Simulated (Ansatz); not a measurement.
**AlF2HO + H2S: a complex and its separated parts**

Aim: how far the complex at one end of a reaction step lies below its separated, relaxed parts, level by level.

Program: Ansatz 0.2.0, Gaussian basis. Level of theory: PBE0-D4/def2-TZVP structures, single points in def2-TZVPP, no counterpoise correction. These are calculated values, not measurements.

Levels: SPW92, PBE-D4, BLYP-D4, r2SCAN-D4, B97M-V, PBE0-D4, B3LYP-D4, r2SCAN0-D4, BHLYP-D4, CAM-B3LYP-D4, wB97X-V, wB97M-V, B2PLYP, PBE-QIDH, RPA on PBE, Hartree-Fock, MP2, CCSD, CCSD(T).

Correlated methods freeze the cores. B3LYP uses VWN-RPA correlation. B2PLYP carries no dispersion term here.

21 further runs of the same task are left out: 21 set aside as unsound or not needed.

### Step 1. The system as given

The complex: 8 atoms, charge 0, spin multiplicity 1.

Atoms are counted from 1 here; the program's logs count them from 0.

Bond lengths: Al1–S2 2.482 Å, Al1–F3 1.656 Å, Al1–F4 1.655 Å, Al1–O6 1.696 Å, S2–H5 1.345 Å, S2–H7 1.345 Å, O6–H8 0.955 Å. Angles: S2–Al1–F3 98.7°, S2–Al1–F4 96.4°, S2–Al1–O6 99.5°, F3–Al1–F4 116.6°, F3–Al1–O6 120.4°, F4–Al1–O6 117.0°, Al1–S2–H5 93.2°, Al1–S2–H7 95.7°, H5–S2–H7 92.8°, Al1–O6–H8 122.5°.

As a file:

```mol
AlF2H3OS
  3D, bonds by distance, orders not assigned

  8  7  0  0  0  0  0  0  0  0999 V2000
   -0.7670   -0.2994   -0.0599 Al  0  0
    1.6216    0.2420   -0.4612 S   0  0
   -0.8572   -1.6987   -0.9402 F   0  0
   -1.3859    1.0626   -0.7681 F   0  0
    1.5317    1.4360    0.1513 H   0  0
   -0.7624   -0.3508    1.6354 O   0  0
    1.4338    0.7782   -1.6807 H   0  0
   -0.8145   -1.1699    2.1234 H   0  0
  1  2  8  0
  1  3  8  0
  1  4  8  0
  1  6  8  0
  2  5  8  0
  2  7  8  0
  6  8  8  0
M  END
```

Its parts: AlF2HO holds atoms 1, 3, 4, 6, 8; H2S holds atoms 2, 5, 7. Each part counts its atoms afresh in its own runs.

### Step 2. Relaxing AlF2HO alone

relax-a/in.yaml

```yaml
crystal:
  periodic: [false, false, false]
  atoms:
    - {symbol: Al, position_ang: [-0.767013, -0.299422, -0.059895]}
    - {symbol: F, position_ang: [-0.857179, -1.698691, -0.940220]}
    - {symbol: F, position_ang: [-1.385917, 1.062579, -0.768125]}
    - {symbol: O, position_ang: [-0.762448, -0.350838, 1.635431]}
    - {symbol: H, position_ang: [-0.814450, -1.169920, 2.123405]}
basis:
  gaussian: {orbitals: def2-TZVP}
hamiltonian: {xc: pbe0, dispersion: d4}
relax: {f_tol: 0.005, max_steps: 200}
```

No record of the launch command was kept for these runs.

Further steps of the session: Relaxing H2S alone; wB97M-V/def2-TZVPP; CCSD(T)/def2-TZVPP; Vibrations of AlF2HO; Vibrations of H2S.

**Question.** What will these runs give? Wanted: complex less parts, CCSD(T)/def2-TZVPP; with zero-point energy; largest T1 diagnostic.

**Answer**, as computed:

| quantity | value |
| --- | --- |
| complex less parts, CCSD(T)/def2-TZVPP | -68.3 kJ/mol |
| with zero-point energy | -60.8 kJ/mol |
| largest T1 diagnostic | 0.013 |

**Reading.** At CCSD(T) the complex lies 68.3 kJ/mol below its parts. BLYP-D4 is the best functional here (+0.8 kJ/mol from CCSD(T)); SPW92 is the worst (-26.5 kJ/mol). By rung, the mean size of the error is: LDA 26.5, GGA 4.4, meta-GGA 6.4, hybrid 7.2, range-separated hybrid 5.4, double hybrid 4.9 kJ/mol. PBE-D4 gives a relative energy 8.0 kJ/mol too low, outside chemical accuracy (1 kcal/mol, 4.2 kJ/mol). No counterpoise was applied, and triple zeta lacks some correlation, so the CCSD(T) reference has a basis error of its own, and close matches with it are partly luck.
